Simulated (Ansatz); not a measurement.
# Cr (Chromium): a relaxation

Wanted: a converged relaxation for Cr (Chromium), and a check of what comes out. The structure is shown as the input types it.

Program: Ansatz 0.2.0. Level of theory: DFT, PBEsol, all-electron LAPW, scalar-relativistic. These are calculated values, not measurements.

1 further run of the same task is left out (it didn't finish).

## 1. The system as given

The structure is hexagonal, space group P6_3/mmc (No. 194). The conventional cell has a = 2.714 Å, b = 2.714 Å, c = 4.410 Å, α = 90.00°, β = 90.00°, γ = 120.00°. Around Cr (site symmetry -6m2) lie 12 Cr at 2.71 Å.

Structure file:

```cif
data_structure
_symmetry_space_group_name_H-M 'P 1'
_symmetry_Int_Tables_number 1
_cell_length_a 2.7140
_cell_length_b 2.7140
_cell_length_c 4.4100
_cell_angle_alpha 90.000
_cell_angle_beta 90.000
_cell_angle_gamma 120.000
_cell_volume 28.13
loop_
_atom_site_label
_atom_site_type_symbol
_atom_site_fract_x
_atom_site_fract_y
_atom_site_fract_z
_atom_site_occupancy
Cr1 Cr 0.33333 0.66667 0.25000 1
Cr2 Cr 0.66667 0.33333 0.75000 1
```

## 2. The calculation

The input, input.yaml:

```yaml
crystal:
  lattice:
    - [2.714, 0.0, 0.0]
    - [-1.357, 2.3503929459, 0.0]
    - [0.0, 0.0, 4.41]
  atoms:
    - { symbol: Cr, position: [0.3333333333, 0.6666666667, 0.25], spin: 3.0 }
    - { symbol: Cr, position: [0.6666666667, 0.3333333333, 0.75], spin: 3.0 }
magnetization:
  spin_polarized: true
  initial_magnetization: 1
kpoints:
  mp_grid: { grid: [14, 14, 8] }
scf:
  occupations: { method: fermi_dirac, width: 0.05 }
  max_iter: 80
hamiltonian:
  xc: pbesol
  pseudopotentials: { kind: all_electron, lapw: { basis_error: 0.001 } }
output:
  forces: true
  stress: true
relax:
  f_tol: 0.005
  max_steps: 80
  cell: {}
```

On the command line:

```
$ ansatz run input.yaml --threads 1 --pin off --max-ram 3072MiB --backend cpu --events-out ev --progress --plain --runs-dir out
```

Q: Will this input give a usable result? If not, why, and what should change?

Nothing was computed: the input was turned down at the start. Its message: «inconsistent input (crystal.atoms[].spin, magnetization.initial_magnetization): Σ_i spin_i = 6.000000 μB but magnetization.initial_magnetization = 1.000000 μB (|Δ| = 5.00e0 > 1e-4); adjust per-atom `spin:`, `per_species` ...»

Look at the input: magnetization.initial_magnetization is 1. Each setting is valid alone, but not together.

What to do: delete magnetization.initial_magnetization (the default then holds).
